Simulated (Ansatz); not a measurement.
**AlGeH₄ (quartet): the correlation ladder, cc-pVDZ**

How much of the correlation energy of AlGeH₄ (quartet) does each wave-function method recover here?

Computed with Ansatz 0.2.0, Gaussian basis. Level: cc-pVDZ, core rule «outside noble gas», up to 19 orbitals frozen.

To be run: UHF; CCSD(T) on ROHF; CCSD(T) on UHF; BCCD(T) on ROHF; CISD; CCSDT(Q) on ROHF; CCSDT(Q) on UHF.

18 further runs of the same task are left out: 6 that didn't finish, 12 set aside as unsound or not needed.

**1. The geometry**

The geometry is a PBE0/def2-TZVP stationary point (not a proven minimum) of the parent state, kept for this charge and spin. No spin-orbit coupling is included. The filled d shell of Ge may be among the frozen orbitals whatever the setting's name suggests; the logs give the count.

6 atoms, charge 0, spin multiplicity 4.

Atoms are counted from 1 here; the program's logs count them from 0.

Bond lengths: Ge1–Al2 2.663 Å, Ge1–H3 1.726 Å, Ge1–H4 1.726 Å, Al2–H3 1.762 Å, Al2–H4 1.762 Å, Al2–H5 1.582 Å, Al2–H6 1.582 Å. Angles: Al2–Ge1–H3 40.7°, Al2–Ge1–H4 40.7°, H3–Ge1–H4 81.4°, Ge1–Al2–H3 39.7°, Ge1–Al2–H4 39.7°, Ge1–Al2–H5 117.5°, Ge1–Al2–H6 117.5°, H3–Al2–H4 79.5°, H3–Al2–H5 110.8°, H3–Al2–H6 110.8°, H4–Al2–H5 110.8°, H4–Al2–H6 110.8°, H5–Al2–H6 124.9°, Ge1–H3–Al2 99.6°, Ge1–H4–Al2 99.6°.

**2. UHF**

in.yaml reads:

```yaml
crystal:
  periodic: [false, false, false]
  atoms:
    - {symbol: Ge, position_ang: [0.000000, 0.000000, 0.784674]}
    - {symbol: Al, position_ang: [0.000000, 0.000000, -1.878421]}
    - {symbol: H, position_ang: [-1.125990, -0.000002, -0.523581]}
    - {symbol: H, position_ang: [1.125990, 0.000002, -0.523581]}
    - {symbol: H, position_ang: [0.000002, -1.402706, -2.609571]}
    - {symbol: H, position_ang: [-0.000002, 1.402706, -2.609571]}
basis:
  gaussian: {orbitals: cc-pVDZ}
magnetization: {spin_polarized: true, initial_magnetization: 3}
hamiltonian: {xc: hf}
output: {orbitals: {seedname: orbitals}}
```

Started as:

```console
ansatz run in.yaml --threads 1 --pin off --events-out ev --progress --plain --max-ram 2393MiB
```

The runs that follow: CCSD(T) on ROHF; CCSD(T) on UHF; BCCD(T) on ROHF; CISD; CCSDT(Q) on ROHF; CCSDT(Q) on UHF.

Before running them: what should the planned runs give, taken together? Wanted: UCCSDT(Q) below the RHF energy; RMP2 from UCCSDT(Q); UMP2 from UCCSDT(Q); RCCSD from UCCSDT(Q); RCCSD(T) from UCCSDT(Q); UCCSD(T) from UCCSDT(Q); RCCSDT(Q) from UCCSDT(Q); T1 diagnostic.

As calculated:

| quantity | value |
| --- | --- |
| UCCSDT(Q) below the RHF energy | -5.2252 eV |
| RMP2 from UCCSDT(Q) | +30.46 kcal/mol |
| UMP2 from UCCSDT(Q) | +30.07 kcal/mol |
| RCCSD from UCCSDT(Q) | +4.87 kcal/mol |
| RCCSD(T) from UCCSDT(Q) | +1.58 kcal/mol |
| UCCSD(T) from UCCSDT(Q) | +1.21 kcal/mol |
| RCCSDT(Q) from UCCSDT(Q) | +0.40 kcal/mol |
| levels within 1 kcal/mol (43 meV) | RCCSDT, UCCSDT, RCCSDT(Q) |
| T1 diagnostic | 0.035 |

RCCSD(T) misses by +1.58 kcal/mol, 1.3 % of the correlation energy. These misses are within one basis, not against nature; the frozen cores of restricted and unrestricted runs differ, which can shift their rows.
